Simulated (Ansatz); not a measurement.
# Nudged elastic band run: Tl12O

input.yaml

```yaml
crystal:
  lattice:
    - [6.92, 0.0, 0.0]
    - [-5.19, 8.989344, 0.0]
    - [0.0, 0.0, 5.53254]
  atoms:
    - { symbol: Tl, position: [0.0007942, -0.00219564, -0.0069836] }
    - { symbol: Tl, position: [0.16068794, 0.21698739, 0.47298007] }
    - { symbol: Tl, position: [0.00230227, 0.33015708, -0.01806663] }
    - { symbol: Tl, position: [0.17751401, 0.55529262, 0.51690524] }
    - { symbol: Tl, position: [0.01191168, 0.67434726, -0.00662001] }
    - { symbol: Tl, position: [0.15636048, 0.88570135, 0.49061174] }
    - { symbol: Tl, position: [0.50547355, 0.00115706, 0.01109054] }
    - { symbol: Tl, position: [0.65052407, 0.21372807, 0.50917068] }
    - { symbol: Tl, position: [0.49498012, 0.33631723, -0.01356257] }
    - { symbol: Tl, position: [0.66485207, 0.55629278, 0.5157418] }
    - { symbol: Tl, position: [0.50621288, 0.67198616, 0.02841953] }
    - { symbol: Tl, position: [0.66616877, 0.89329595, 0.50918029] }
    - { symbol: O, position: [0.84014786, 0.4432053, 0.25285753] }
basis:
  ecutwfc: 420.0
kpoints:
  mp_grid: { grid: [3, 2, 3] }
hamiltonian:
  xc: pbe
scf:
  occupations: { method: gaussian, width: 0.1 }
  lower_state_search: "off"
neb:
  images: 5
  f_tol: 0.05
  initial_path: idpp
  max_iterations: 80
  final_atoms:
    - { symbol: Tl, position: [0.00116957, -0.00237539, 0.0079289] }
    - { symbol: Tl, position: [0.16023176, 0.21670737, 0.52678122] }
    - { symbol: Tl, position: [0.00330533, 0.33284092, 0.01596918] }
    - { symbol: Tl, position: [0.1732645, 0.55345068, 0.48461336] }
    - { symbol: Tl, position: [0.01582932, 0.67672332, 0.00783445] }
    - { symbol: Tl, position: [0.15873068, 0.88664391, 0.51032328] }
    - { symbol: Tl, position: [0.50969741, 0.00342128, -0.01086235] }
    - { symbol: Tl, position: [0.65256606, 0.2137818, 0.49225794] }
    - { symbol: Tl, position: [0.49260324, 0.33562869, 0.0151609] }
    - { symbol: Tl, position: [0.66395454, 0.55731553, 0.48307714] }
    - { symbol: Tl, position: [0.50659644, 0.67270721, -0.02769581] }
    - { symbol: Tl, position: [0.66548831, 0.89151698, 0.49134278] }
    - { symbol: O, position: [0.83307884, 0.44545013, 0.75223568] }
  order_check: true
```

Command:

```bash
$ ansatz run input.yaml --threads 4 --pin off --max-ram 10240MiB --backend cpu --events-out ev --progress --plain --runs-dir out
```

Output, in part (warnings, iteration lines):

```
NEB end point (image 0): max|allowed force component| = 1.587e-2 eV/Å (the criterion of neb.relax_end_points is 1.000e-2)
NEB end point (image 6): max|allowed force component| = 2.130e-2 eV/Å (the criterion of neb.relax_end_points is 1.000e-2)
NEB iter   1: max|band force component| = 8.760e-1 eV/Å  barrier→ = 0.6193 eV  barrier← = 0.6190 eV  Δτ_max = 0.1955 Å  (52 SCF iters)
NEB iter   2: max|band force component| = 5.527e-1 eV/Å  barrier→ = 0.4649 eV  barrier← = 0.4646 eV  Δτ_max = 0.0716 Å  (36 SCF iters)
NEB iter   3: max|band force component| = 1.485e-1 eV/Å  barrier→ = 0.4083 eV  barrier← = 0.4080 eV  CI = image 3  Δτ_max = 0.0375 Å  (34 SCF iters)
NEB iter   4: max|band force component| = 1.575e-1 eV/Å  barrier→ = 0.3970 eV  barrier← = 0.3967 eV  CI = image 3  Δτ_max = 0.0189 Å  (31 SCF iters)
NEB iter   5: max|band force component| = 1.448e-1 eV/Å  barrier→ = 0.3914 eV  barrier← = 0.3911 eV  CI = image 3  Δτ_max = 0.0378 Å  (30 SCF iters)
NEB iter   6: max|band force component| = 1.330e-1 eV/Å  barrier→ = 0.3827 eV  barrier← = 0.3824 eV  CI = image 3  Δτ_max = 0.0759 Å  (35 SCF iters)
NEB iter   7: max|band force component| = 1.177e-1 eV/Å  barrier→ = 0.3672 eV  barrier← = 0.3669 eV  CI = image 3  Δτ_max = 0.1527 Å  (35 SCF iters)
NEB iter   8: max|band force component| = 1.132e-1 eV/Å  barrier→ = 0.3377 eV  barrier← = 0.3375 eV  CI = image 3  Δτ_max = 0.1523 Å  (38 SCF iters)
[... lines left out ...]
NEB iter  26: max|band force component| = 5.991e-2 eV/Å  barrier→ = 0.1794 eV  barrier← = 0.1791 eV  CI = image 3  Δτ_max = 0.0405 Å  (32 SCF iters)
NEB iter  27: max|band force component| = 4.640e-2 eV/Å  barrier→ = 0.1787 eV  barrier← = 0.1784 eV  CI = image 3  Δτ_max = 0.0256 Å  (32 SCF iters)
NEB iter  28: max|band force component| = 5.033e-2 eV/Å  barrier→ = 0.1787 eV  barrier← = 0.1785 eV  CI = image 3  Δτ_max = 0.0129 Å  (7 SCF iters)
```

The run converged. The band force fell under the threshold earlier too, but the program's further tests of the path sent the band on. The profile has 3 maxima (images 1, 3, 5) with wells between them (images 2, 4): this band takes more than one step, which may be the mechanism or a detour left from its start path. By the program's own check the climbing image is a first-order saddle point (lowest curvatures found: -0.76 and 0.15 eV/Å²). Limits of this set-up: coarse k mesh.

Final band:

```json
{"image": "0", "path coordinate (Å)": "0.00", "energy (eV)": "0.000"}
{"image": "1", "path coordinate (Å)": "1.00", "energy (eV)": "0.134"}
{"image": "2", "path coordinate (Å)": "1.99", "energy (eV)": "0.058"}
{"image": "3", "path coordinate (Å)": "2.99", "energy (eV)": "0.178"}
{"image": "4", "path coordinate (Å)": "4.03", "energy (eV)": "0.061"}
{"image": "5", "path coordinate (Å)": "5.07", "energy (eV)": "0.128"}
{"image": "6", "path coordinate (Å)": "6.11", "energy (eV)": "0.000"}
```

The run took 16 min on 4 threads of Intel(R) Xeon(R) Platinum 8488C (Sapphire Rapids), with other jobs on the host, peak memory 2.9 GiB.
